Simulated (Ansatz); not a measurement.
# AsH (singlet): from Hartree-Fock to the top rungs at distance As1–H2 = 1.409 Å, aug-cc-pVDZ

An exercise on one series of results from a longer session: the logs are not shown, and one member is left open.

Program: Ansatz 0.2.0, Gaussian basis. Level of theory: aug-cc-pVDZ, core rule «outside noble gas», up to 14 orbitals frozen. These are calculated values, not measurements.

Plan: UHF; CCSD(T) on RHF; CCSD(T) on UHF; BCCD(T) on RHF; CISD; CCSDT(Q) on RHF; CCSDT(Q) on UHF; CASSCF and MRCISD+Q, 2 electrons in 2 orbitals; CASSCF and NEVPT2, 2 electrons in 2 orbitals; CASSCF and MRCISD+Q, 6 electrons in 5 orbitals; CASSCF and NEVPT4(SD), 6 electrons in 5 orbitals; CASSCF and NEVPT2, 6 electrons in 5 orbitals; Full CI.

22 further runs of the same task are left out: 1 for a known fault of the program, 15 that didn't finish, 6 set aside as unsound or not needed.

## The system

The geometry derives from a PBE0/def2-TZVP stationary point (not a proven minimum). One bond is set to the value named and the two fragments are kept rigid. No spin-orbit coupling is included. The filled d shell of As may be among the frozen orbitals whatever the setting's name suggests; the logs give the count.

2 atoms, charge 0, spin multiplicity 1.

Atoms are counted from 1 here; the program's logs count them from 0.

Bond lengths: As1–H2 1.409 Å.

The first run:

Contents of in.yaml:

```yaml
crystal:
  periodic: [false, false, false]
  atoms:
    - {symbol: As, position_ang: [0.000000, 0.000000, 0.000000]}
    - {symbol: H, position_ang: [0.000000, 0.000000, 1.409000]}
basis:
  gaussian: {orbitals: aug-cc-pVDZ}
magnetization: {spin_polarized: true, initial_magnetization: 0}
hamiltonian: {xc: hf}
output: {orbitals: {seedname: orbitals}}
```

On the command line:

```console
ansatz run in.yaml --threads 1 --pin off --events-out ev --progress --plain --max-ram 2393MiB
```

Among the steps run: UHF; CCSD(T) on RHF; CCSD(T) on UHF; BCCD(T) on RHF; CISD; CCSDT(Q) on RHF; CCSDT(Q) on UHF; CASSCF and MRCISD+Q, 2 electrons in 2 orbitals; CASSCF and NEVPT2, 2 electrons in 2 orbitals; CASSCF and MRCISD+Q, 6 electrons in 5 orbitals; CASSCF and NEVPT4(SD), 6 electrons in 5 orbitals; CASSCF and NEVPT2, 6 electrons in 5 orbitals; Full CI.

One table of the session follows, with a row left open; its other results are not shown here.

```
            method  from FCI (kJ/mol)
               RHF             +341.1
              RMP2             +105.2
              CISD              +49.4
             RCCSD                  ?
          RCCSD(T)              +16.4
           BCCD(T)              +16.6
            RCCSDT               +1.2
         RCCSDT(Q)               -0.5
       CASSCF pair             +286.2
       NEVPT2 pair              +53.9
       MRCISD pair              +16.0
     MRCISD+Q pair               -2.3
    CASSCF valence             +248.4
    NEVPT2 valence              +64.1
NEVPT4(SD) valence               +6.1
    MRCISD valence              +12.1
  MRCISD+Q valence               -2.1
               FCI                  0
```

Estimate the missing values for RCCSD.

**Answer.** from FCI (kJ/mol): +30.7. In the column «from FCI (kJ/mol)» it lies between BCCD(T) (+16.6) and CISD (+49.4).

Left out of the table: UHF, UMP2, UCCSD, UCCSD(T), UCCSDT, UCCSDT(Q) (another determinant or state than the rows shown).

Limits of these values: The report flags that the cluster equations may have other roots. The program flags RCCSDT(Q) as in doubt, so those rows may rest on another solution; read them beside their warnings. RCCSDT(Q), MRCISD+Q pair, MRCISD+Q valence fall below full CI, which methods that aren't variational can do.
